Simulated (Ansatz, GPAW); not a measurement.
GaN: GLLB-SC, run from Python

These are simulated results from GPAW 26.7.0, not measurements. The cell began as a measured structure and was relaxed with r2SCAN in plane waves (Ansatz 0.2.0). All runs are without spin polarisation.

Space group P6_3mc (No. 186), hexagonal; conventional cell a = 3.183 Å, c = 5.184 Å, 11.37 Å³ an atom. Ga is surrounded by 4 N at 1.95 Å; N is surrounded by 4 Ga at 1.95 Å.

GLLB-SC is a model potential. Its fundamental gap is the Kohn-Sham gap plus a derivative discontinuity, which the script evaluates at the band edges among the listed k points. Its total energy isn't variational and serves nothing here.

run.py reads:

```python
import json
from ase import Atoms
from gpaw import GPAW, PW, FermiDirac

atoms = Atoms(['Ga', 'Ga', 'N', 'N'],
              cell=[[3.18315, -0.0, -0.0], [-1.591575, 2.756688, 0.0], [-0.0, 0.0, 5.183626]],
              scaled_positions=[[0.333333, 0.666667, -0.000887], [0.666667, 0.333333, 0.499113], [0.333333, 0.666667, 0.375887], [0.666667, 0.333333, 0.875887]],
              pbc=True)
calc = GPAW(mode=PW(400), xc='GLLBSC', kpts={'size': (6, 6, 4), 'gamma': True},
            occupations=FermiDirac(0.02), maxiter=100, legacy_gpaw=True, txt='gpaw.txt')
atoms.calc = calc
res = {'energy': atoms.get_potential_energy(force_consistent=True)}
res['electrons'] = calc.get_number_of_electrons()
res['k'] = calc.get_ibz_k_points().tolist()
res['levels'] = [calc.get_eigenvalues(kpt=i).tolist() for i in range(len(res['k']))]
points = [[0.0, 0.0, 0.0], [0.5, 0.0, 0.0], [0.333333, 0.333333, 0.0], [0.0, 0.0, 0.5], [0.5, 0.0, 0.5], [0.333333, 0.333333, 0.5]]
bands = calc.fixed_density(kpts=points, symmetry='off', nbands=round(res['electrons']) // 2 + 6, convergence={'bands': -2}, txt='bands.txt')
res['points'] = [bands.get_eigenvalues(kpt=i).tolist() for i in range(len(points))]
homo, lumo = bands.get_homo_lumo()
potential = calc.hamiltonian.xc.response.calculate_discontinuity_potential(homo, lumo)
res['discontinuity'] = bands.hamiltonian.xc.response.calculate_discontinuity(potential)
json.dump(res, open('results.json', 'w'))
print('free energy (eV):', round(res['energy'], 5))
```

Command: `python run.py`. It took 17 s on 1 thread of Arm Neoverse V2 (shared host), peak memory 0.17 GiB.

The log gpaw.txt, trimmed of paths, versions and times, then the last line on the terminal. An iter line gives the energy in eV and the logarithms of the changes of orbitals (plane waves alone) and density (c: converged):

```
___ ___ ___ _ _ _
 |   |   |_  | | | |

 | | | | | . | | | |

 |__ |  _|___|_____|  26.7.0
 |___|_|

Input parameters:
  kpts: {gamma: True,
         size: (6, 6, 4)}
  maxiter: 100
  mode: {ecut: 400.0,
         name: pw}
  occupations: {fixmagmom: False,
                name: fermi-dirac,
                width: 0.02}
  xc: GLLBSC

System changes: positions, numbers, cell, pbc, initial_charges, initial_magmoms

Initialize ...

species:
  Ga:
    name:    Gallium
    Z:       31.0
    valence: 3
    core:    28
    charge:  0.0  # [|e|]
    compensation charges:
      type: gauss
      rc: 0.37  # [Å]
      lmax: 2
    cutoffs:
      filter: 2.06  # [Å]
      core: 4.02  # [Å]
    projectors
    | kind |    occ | energy [eV] | rcut [Å] |

    |------|--------|-------------|----------|

    |   4s |  2.000 |      -9.380 |    1.164 |

    |   4p |  1.000 |      -3.146 |    1.164 |

    |    s |        |      17.831 |    1.164 |

    |    p |        |      24.065 |    1.164 |

    |    d |        |       0.000 |    1.164 |

    Using partial waves for Ga as LCAO basis

  N:
    name:    Nitrogen
    Z:       7.0
    valence: 5
    core:    2
    charge:  0.0  # [|e|]
    compensation charges:
      type: gauss
      rc: 0.18  # [Å]
      lmax: 2
    cutoffs:
      filter: 1.11  # [Å]
      core: 0.96  # [Å]
    projectors
    | kind |    occ | energy [eV] | rcut [Å] |

    |------|--------|-------------|----------|

    |   2s |  2.000 |     -22.351 |    0.603 |

    |   2p |  3.000 |     -10.227 |    0.529 |

    |    s |        |       4.860 |    0.603 |

    |    p |        |      16.985 |    0.529 |

    |    d |        |       0.000 |    0.577 |

    Using partial waves for N as LCAO basis

Reference energy: -108638.971975  # eV

Spin-paired calculation

Convergence criteria:
 Maximum [total energy] change in last 3 cyles: 0.0005 eV / valence electron
 Maximum integral of absolute [dens]ity change: 0.0001 electrons / valence electron
 Maximum integral of absolute [eigenst]ate change: 4e-08 eV^2 / valence electron
 Maximum number of scf [iter]ations: 100
 (Square brackets indicate name in SCF output, whereas a 'c' in
 the SCF output indicates the quantity has converged.)

Symmetries present (total): 1

  ( 1  0  0)
  ( 0  1  0)
  ( 0  0  1)

144 k-points: 6 x 6 x 4 Monkhorst-Pack grid + [1/12,1/12,1/8]
76 k-points in the irreducible part of the Brillouin zone
       k-points in crystal coordinates                weights
   0:     0.00000000    0.00000000    0.00000000          1/144
   1:     0.00000000    0.00000000    0.25000000          2/144
   2:     0.00000000    0.00000000    0.50000000          1/144
   3:     0.00000000    0.16666667   -0.25000000          2/144
   4:     0.00000000    0.16666667    0.00000000          2/144
   5:     0.00000000    0.16666667    0.25000000          2/144
   6:     0.00000000    0.16666667    0.50000000          2/144
   7:     0.00000000    0.33333333   -0.25000000          2/144
   8:     0.00000000    0.33333333    0.00000000          2/144
   9:     0.00000000    0.33333333    0.25000000          2/144
          ...
  75:     0.50000000    0.50000000    0.50000000          1/144

Wave functions: Plane wave expansion
  Cutoff energy: 400.000 eV
  Number of coefficients (min, max): 810, 838
  Pulay-stress correction: 0.000000 eV/Ang^3 (de/decut=0.000000)
  Using FFTW library
  ScaLapack parameters: grid=1x1, blocksize=None
  Wavefunction extrapolation:
    Improved wavefunction reuse through dual PAW basis

Occupation numbers: Fermi-Dirac:
  width: 0.0200  # eV

Eigensolver
   Davidson(niter=2)

Densities:
  Coarse grid: 15*15*24 grid
  Fine grid: 30*30*48 grid
  Total Charge: 0.000000

Density mixing:
  Method: separate
  Backend: msr1
  Linear mixing parameter: 0.05
  old densities: 10
  Width of damping distribution: 1.1
  Damping of long wavelength oscillations: 20

Hamiltonian:
  XC and Coulomb potentials evaluated on a 30*30*48 grid
  Using the GLLBSC Exchange-Correlation functional
  External potential:
    NoExternalPotential

XC parameters: GLLBSC functional being used consists of
  -----------------------------------------------------------------------
  | Weight | Module     | Description                                   |

  -----------------------------------------------------------------------
  |  1.000 | SCREENING  | GGA_X_PBE_SOL with 2 nearest neighbor stencil |

  |  1.000 | RESPONSE   | eps=0.0500 eV                                 |

  |  1.000 | XC         | GGA_C_PBE_SOL with 2 nearest neighbor stencil |

  -----------------------------------------------------------------------

Memory estimate:
  Process memory now: 109.53 MiB
  Calculator: 28.71 MiB
    Density: 2.99 MiB
      Arrays: 1.07 MiB
      Localized functions: 1.10 MiB
      Mixer: 0.82 MiB
    Hamiltonian: 0.73 MiB
      Arrays: 0.70 MiB
      XC: 0.00 MiB
      Poisson: 0.00 MiB
      vbar: 0.03 MiB
    Wavefunctions: 24.99 MiB
      Arrays psit_nG: 13.61 MiB
      Eigensolver: 0.27 MiB
      Projections: 0.84 MiB
      Projectors: 9.09 MiB
      PW-descriptor: 1.18 MiB

Total number of cores used: 1

Number of atoms: 4
Number of atomic orbitals: 16
Number of bands in calculation: 14
Number of valence electrons: 16
Bands to converge: occupied

... initialized

Initializing position-dependent things.

Density initialized from atomic densities
Creating initial wave functions:
  14 bands from LCAO basis set
Positions:
   0 Ga    -0.000002    1.837793   -0.004598    ( 0.0000,  0.0000,  0.0000)
   1 Ga     1.591577    0.918895    2.587215    ( 0.0000,  0.0000,  0.0000)
   2 N     -0.000002    1.837793    1.948458    ( 0.0000,  0.0000,  0.0000)
   3 N      1.591577    0.918895    4.540271    ( 0.0000,  0.0000,  0.0000)

Unit cell:
           periodic     x           y           z      points  spacing
  1. axis:    yes    3.183150   -0.000000   -0.000000    15     0.1838
  2. axis:    yes   -1.591575    2.756688    0.000000    15     0.1838
  3. axis:    yes   -0.000000    0.000000    5.183626    24     0.2160

  Lengths:   3.183150   3.183149   5.183626
  Angles:   90.000000  90.000000 120.000007

Effective grid spacing dv^(1/3) = 0.2035

iter:   1   -26.683822
iter:   2   -26.172031   -1.32  -0.51
iter:   3   -21.134743   -0.14  -0.55
iter:   4   -21.418195   -1.59  -1.26
iter:   5   -21.770692   -1.29  -1.40
iter:   6   -21.272057   -1.74  -1.27
iter:   7   -21.256232   -2.49  -2.12
iter:   8   -21.275644   -3.46  -2.97
iter:   9   -21.276744   -4.30  -3.12
iter:  10   -21.281167c  -5.24  -2.98
iter:  11   -21.282026c  -5.63  -3.56
iter:  12   -21.281945c  -6.97  -4.47c
iter:  13   -21.281769c  -7.91c -4.52c

Converged after 13 iterations.

Energy contributions relative to reference atoms: (reference = -108638.971975)

Kinetic:        +45.610421
Potential:      -33.380774
External:        +0.000000
XC:             -33.640666
Entropy (-ST):   -0.000000
Local:           +0.129250
SIC:             +0.000000
--------------------------
Free energy:    -21.281769
Extrapolated:   -21.281769

GLLBSC response reference energy: 4.77952 eV (from HOMO)

Showing only first 2 kpts
 Kpt  Band  Eigenvalues  Occupancy
  0     6      4.76736    2.00000
  0     7      4.77991    2.00000
  0     8      6.80079    0.00000
  0     9      9.50023    0.00000

  1     6      4.63314    2.00000
  1     7      4.63347    2.00000
  1     8      8.05965    0.00000
  1     9      9.57994    0.00000

Fermi level: 5.38163

Gap: 2.021 eV
Transition (v -> c):
  (s=0, k=0, n=7, [0.00, 0.00, 0.00]) -> (s=0, k=0, n=8, [0.00, 0.00, 0.00])
No difference between direct/indirect transitions

free energy (eV): -21.28177
```

The gap in the log is over the mesh alone; results.json adds the listed points. GLLB-SC gives a gap of 2.81 eV (2.021 eV Kohn-Sham over the listed points plus 0.785 eV discontinuity). On the same cell, plane-wave PBE (Ansatz, 12×12×6 k points and the special points) gives a gap of 1.93 eV and r2SCAN a gap of 2.35 eV; on shared hosts these took about 9 and 22 core-seconds on the 4-atom cell, against 17 for the script. Semilocal gaps usually lie below measured ones.
